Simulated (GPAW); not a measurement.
Wanted: an ASE script for a GPAW 26.7.0 run.

```
Task                : relaxation of cell and atoms
Functional          : PBEsol
Potentials or basis : PAW data sets generated in the run's folder for this functional
Cutoff              : 600 eV
Basis               : pw
k mesh              : 6 × 6 × 6
Occupations         : fermi-dirac, width 0.05 eV
Spin                : collinear spin, ferromagnetic start
Starting moments    : [0.6, 2.0, 2.0, 2.0] μB
Maxiter             : 150
Optimizer           : BFGS
Fmax                : 0.02 eV/Å
Max steps           : 60
Convergence         : density=1e-05 forces=0.0001
```

Crystal: Co3Ir.

```
Ir Co
1.0
     3.58256    0.00000    0.00000
     0.00000    3.58256    0.00000
     0.00000    0.00000    3.58256
Ir Co
1 3
Direct
  0.00000 0.00000 0.00000
  0.50000 0.50000 0.00000
  0.50000 0.00000 0.50000
  0.00000 0.50000 0.50000
```

The cell comes from a database or a generator and needn't be the stable form of this composition.

One way to write it, as run:

run.py

```python
from ase import Atoms
from ase.filters import FrechetCellFilter
from ase.io import write
from ase.optimize import BFGS
from gpaw import GPAW, PW, setup_paths

setup_paths.insert(0, '.')

atoms = Atoms(['Ir', 'Co', 'Co', 'Co'],
              cell=[[3.582561, 0.0, 0.0],
                    [0.0, 3.582561, 0.0],
                    [0.0, 0.0, 3.582561]],
              scaled_positions=[[0.0, 0.0, 0.0],
                                [0.5, 0.5, 0.0],
                                [0.5, 0.0, 0.5],
                                [0.0, 0.5, 0.5]],
              pbc=True)
atoms.set_initial_magnetic_moments([0.6, 2.0, 2.0, 2.0])

calc = GPAW(mode=PW(600),
            xc='PBEsol',
            kpts={'size': (6, 6, 6), 'gamma': True},
            occupations={'name': 'fermi-dirac', 'width': 0.05},
            nbands=41,
            convergence={'density': 1e-05, 'forces': 0.0001},
            maxiter=150,
            txt='gpaw.txt')
atoms.calc = calc
opt = BFGS(FrechetCellFilter(atoms), trajectory='relax.traj', logfile='-')
done = opt.run(fmax=0.02, steps=60)
calc.write('gs.gpw')
write('result.traj', atoms)
print('Converged:', done)
print('Cell:', atoms.cell.cellpar().round(4))
print('Volume:', round(atoms.get_volume(), 4))
print(atoms.get_scaled_positions().round(5))
```

Potentials or basis: PAW data sets generated in the run's folder for this functional, pw.

The run is started by

```bash
$ gpaw-setup -f PBEsol Co Ir
$ OMP_NUM_THREADS=1 python run.py
```

It gave:

```
Relaxed volume                         : 11.21 Å³/atom
Relaxed cell                           : a = 3.553 Å, b = 3.553 Å, c = 3.553 Å, α = 90.00°, β = 90.00°, γ = 90.00°
Space group after relaxing (to 0.05 Å) : Pm-3m (No. 221)
Energy gained by relaxing              : 4.6 meV/atom
Ionic steps                            : 4
Pressure after relaxing                : 0.0 GPa
Band gap on the k mesh                 : none (metal or under the smearing width)
Net moment                             : 3.55 μB per cell
Site moments                           : Ir +0.30; Co +1.12 μB
```

Caveat: each step starts from the last one's moments, so a moment once lost doesn't come back; later steps reuse the first step's grids.

It took 2.1 min on 1 thread of AMD EPYC 9R45 96-Core Processor (Zen 5) (shared host), peak memory 0.35 GiB.
